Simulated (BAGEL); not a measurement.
# HF/6-31G(d) (density fitting with qzvpp-jkfit, spherical functions) run of C2H6OSi (SMILES [SiH3]C1CO1)

Aim: the energy change on altering one bond length of C2H6OSi at HF/6-31G* (density fitting with qzvpp-jkfit, spherical functions), from 2 runs. 

The results are computed with BAGEL 1.2.2.

5 further runs of the same task are left out: 3 that didn't finish, 2 set aside as unsound or not needed.

## 1. Starting point

The species is C2H6OSi (10 atoms), meant as a singlet with charge 0. As SMILES, `[SiH3]C1CO1`. The shape is that of a PBE0-D4/def2-TZVP optimisation.

Bond lengths: Si1–C2 1.875 Å, C2–C3 1.468 Å, C2–O4 1.436 Å, C3–O4 1.409 Å, Si1–H5 1.488 Å, Si1–H6 1.486 Å, Si1–H7 1.485 Å, C2–H8 1.091 Å, C3–H9 1.088 Å, C3–H10 1.087 Å. Some angles: Si1–C2–C3 121.2°, Si1–C2–O4 115.4°, C3–C2–O4 58.0°, C2–C3–O4 59.8°, C2–O4–C3 62.1°, Si1–C2–H8 118.4°, C3–C2–H8 115.8°, O4–C2–H8 113.1°, C2–Si1–H5 109.6°, C2–Si1–H6 110.4°.

## 2. The energy at HF/6-31G(d) (density fitting with qzvpp-jkfit, spherical functions)

Contents of calc.json:

```json
{ "bagel" : [

{
  "title" : "molecule",
  "basis" : "6-31gs.json",
  "df_basis" : "qzvpp-jkfit",
  "angstrom" : true,
  "geometry" : [
    { "atom" : "Si", "xyz" : [   -0.130500,    1.411500,    0.175700 ] },
    { "atom" : "C", "xyz" : [   -0.524400,   -0.415500,    0.029200 ] },
    { "atom" : "C", "xyz" : [    0.516000,   -1.392000,   -0.315700 ] },
    { "atom" : "O", "xyz" : [    0.085300,   -1.258300,    1.018700 ] },
    { "atom" : "H", "xyz" : [   -0.545500,    2.111900,   -1.069700 ] },
    { "atom" : "H", "xyz" : [   -0.858700,    2.007400,    1.325300 ] },
    { "atom" : "H", "xyz" : [    1.333600,    1.561800,    0.374700 ] },
    { "atom" : "H", "xyz" : [   -1.547600,   -0.707500,   -0.211100 ] },
    { "atom" : "H", "xyz" : [    1.529800,   -1.052900,   -0.517400 ] },
    { "atom" : "H", "xyz" : [    0.225200,   -2.317400,   -0.806900 ] }
  ]
},
{ "title" : "hf" },
{ "title" : "print", "file" : "orbitals.molden", "orbitals" : true }

]}
```

The basis set 6-31G* is read from a file made from the Basis Set Exchange's data (not shown).

On the command line:

```sh
$ BAGEL_NUM_THREADS=1 BAGEL calc.json > calc.out
```

Output:

```text
* using 1 threads per process

  ===============================================================
  ===============================================================

  *** Geometry ***

  { "atom" : "Si", "xyz" : [     -0.246609,      2.667348,      0.332025 ] },
  { "atom" : "C", "xyz" : [     -0.990972,     -0.785181,      0.055180 ] },
  { "atom" : "C", "xyz" : [      0.975099,     -2.630499,     -0.596587 ] },
  { "atom" : "O", "xyz" : [      0.161194,     -2.377842,      1.925064 ] },
  { "atom" : "H", "xyz" : [     -1.030846,      3.990913,     -2.021440 ] },
  { "atom" : "H", "xyz" : [     -1.622708,      3.793436,      2.504454 ] },
  { "atom" : "H", "xyz" : [      2.520139,      2.951374,      0.708080 ] },
  { "atom" : "H", "xyz" : [     -2.924540,     -1.336981,     -0.398921 ] },
  { "atom" : "H", "xyz" : [      2.890903,     -1.989693,     -0.977744 ] },
  { "atom" : "H", "xyz" : [      0.425566,     -4.379251,     -1.524820 ] },

  Number of auxiliary basis functions:      463

  Since a DF basis is specified, we compute 2- and 3-index integrals:
    o Being stored without compression. Storage requirement is 0.019 GB

  Number of basis functions:       72
  Number of electrons      :       40

    * METHOD: MOLECULE                             0.21

  *** RHF ***

  === Nuclear Repulsion ===
   162.3502064422

      * DIIS with orbital gradients will be used.

  === RHF iteration (6-31gs.json) ===
      0       -442.79126308          0.01856092           0.05
      1       -442.88703347          0.01215625           0.05
      2       -442.93713174          0.00212689           0.05
      3       -442.93924293          0.00045974           0.05
      4       -442.93932334          0.00010178           0.05
      5       -442.93933128          0.00002540           0.05
      6       -442.93933199          0.00000725           0.05
      7       -442.93933203          0.00000270           0.04
      8       -442.93933204          0.00000083           0.04
      9       -442.93933204          0.00000030           0.04
     10       -442.93933204          0.00000014           0.04
     11       -442.93933204          0.00000004           0.04
     12       -442.93933204          0.00000001           0.05
     13       -442.93933204          0.00000001           0.05
    * SCF iteration converged.

    * Permanent dipole moment:
           (    0.072243,    -0.089514,     0.847860) a.u.

    * METHOD: HF                                   0.84

    * METHOD: PRINT                                0.01

  ===============================================================
```

Run time: 1.2 s. Hardware: 1 thread of Arm Neoverse V2, shared host; peak memory 0.099 GiB.

## 3. The distorted shape

Contents of calc.json:

```json
{ "bagel": [

{
  "title": "molecule",
  "basis": "6-31gs.json",
  "df_basis": "qzvpp-jkfit",
  "angstrom": true,
  "geometry": [
    { "atom": "Si", "xyz": [   -0.021279,    1.322122,    0.003274 ] },
    { "atom": "C", "xyz": [   -0.415179,   -0.504878,   -0.143226 ] },
    { "atom": "C", "xyz": [    0.625221,   -1.481378,   -0.488126 ] },
    { "atom": "O", "xyz": [    0.194521,   -1.347678,    0.846274 ] },
    { "atom": "H", "xyz": [   -0.436279,    2.022522,   -1.242126 ] },
    { "atom": "H", "xyz": [   -0.858700,    2.007400,    1.325300 ] },
    { "atom": "H", "xyz": [    1.442821,    1.472422,    0.202274 ] },
    { "atom": "H", "xyz": [   -1.438379,   -0.796878,   -0.383526 ] },
    { "atom": "H", "xyz": [    1.639021,   -1.142278,   -0.689826 ] },
    { "atom": "H", "xyz": [    0.334421,   -2.406778,   -0.979326 ] }
  ]
},
{
  "title": "hf"
},
{
  "title": "print",
  "file": "orbitals.molden",
  "orbitals": true
}

]}
```

The basis set 6-31G* is read from a file made from the Basis Set Exchange's data (not shown).

On the command line:

```sh
$ BAGEL_NUM_THREADS=1 BAGEL calc.json > calc.out
```

Output:

```text
* using 1 threads per process

  ===============================================================
  ===============================================================

  *** Geometry ***

  { "atom" : "Si", "xyz" : [     -0.040211,      2.498448,      0.006187 ] },
  { "atom" : "C", "xyz" : [     -0.784575,     -0.954081,     -0.270658 ] },
  { "atom" : "C", "xyz" : [      1.181496,     -2.799399,     -0.922424 ] },
  { "atom" : "O", "xyz" : [      0.367591,     -2.546742,      1.599226 ] },
  { "atom" : "H", "xyz" : [     -0.824448,      3.822013,     -2.347278 ] },
  { "atom" : "H", "xyz" : [     -1.622708,      3.793436,      2.504454 ] },
  { "atom" : "H", "xyz" : [      2.726537,      2.782474,      0.382242 ] },
  { "atom" : "H", "xyz" : [     -2.718142,     -1.505881,     -0.724759 ] },
  { "atom" : "H", "xyz" : [      3.097301,     -2.158593,     -1.303582 ] },
  { "atom" : "H", "xyz" : [      0.631964,     -4.548151,     -1.850658 ] },

  Number of auxiliary basis functions:      463

  Since a DF basis is specified, we compute 2- and 3-index integrals:
    o Being stored without compression. Storage requirement is 0.019 GB

  Number of basis functions:       72
  Number of electrons      :       40

    * METHOD: MOLECULE                             0.21

  *** RHF ***

  === Nuclear Repulsion ===
   161.5019757064

      * DIIS with orbital gradients will be used.

  === RHF iteration (6-31gs.json) ===
      0       -442.77617801          0.01854190           0.06
      1       -442.87170956          0.01220867           0.05
      2       -442.92230427          0.00210523           0.05
      3       -442.92438724          0.00046045           0.05
      4       -442.92446788          0.00010141           0.06
      5       -442.92447563          0.00002576           0.05
      6       -442.92447635          0.00000747           0.04
      7       -442.92447640          0.00000272           0.04
      8       -442.92447641          0.00000084           0.04
      9       -442.92447641          0.00000030           0.05
     10       -442.92447641          0.00000014           0.05
     11       -442.92447641          0.00000004           0.05
     12       -442.92447641          0.00000001           0.05
     13       -442.92447641          0.00000001           0.05
    * SCF iteration converged.

    * Permanent dipole moment:
           (   -0.017968,     0.001858,     0.984048) a.u.

    * METHOD: HF                                   0.85

    * METHOD: PRINT                                0.01

  ===============================================================
```

It took 1.2 s on 1 thread of Arm Neoverse V2, shared host; peak memory 0.098 GiB.

## 4. What came out

At HF/6-31G* (density fitting with qzvpp-jkfit, spherical functions):

```
                                                          quantity          value
                                         first shape: total energy  -442.93933 Eh
                                        first shape: dipole moment         2.17 D
                                          first shape: HOMO energy      -11.65 eV
                                          first shape: LUMO energy        4.14 eV
                                        first shape: HOMO–LUMO gap       15.79 eV
                                     distorted shape: total energy  -442.92448 Eh
                                    distorted shape: dipole moment         2.50 D
                                      distorted shape: HOMO energy      -11.63 eV
                                      distorted shape: LUMO energy        4.05 eV
                                    distorted shape: HOMO–LUMO gap       15.68 eV
energy change with the Si1–H6 bond stretched from 1.486 to 1.708 Å       0.404 eV
```

With the Si1–H6 bond stretched from 1.486 to 1.708 Å the energy rises by 0.40 eV (39.0 kJ/mol). The first shape isn't relaxed at this level, so the change isn't measured from a minimum.
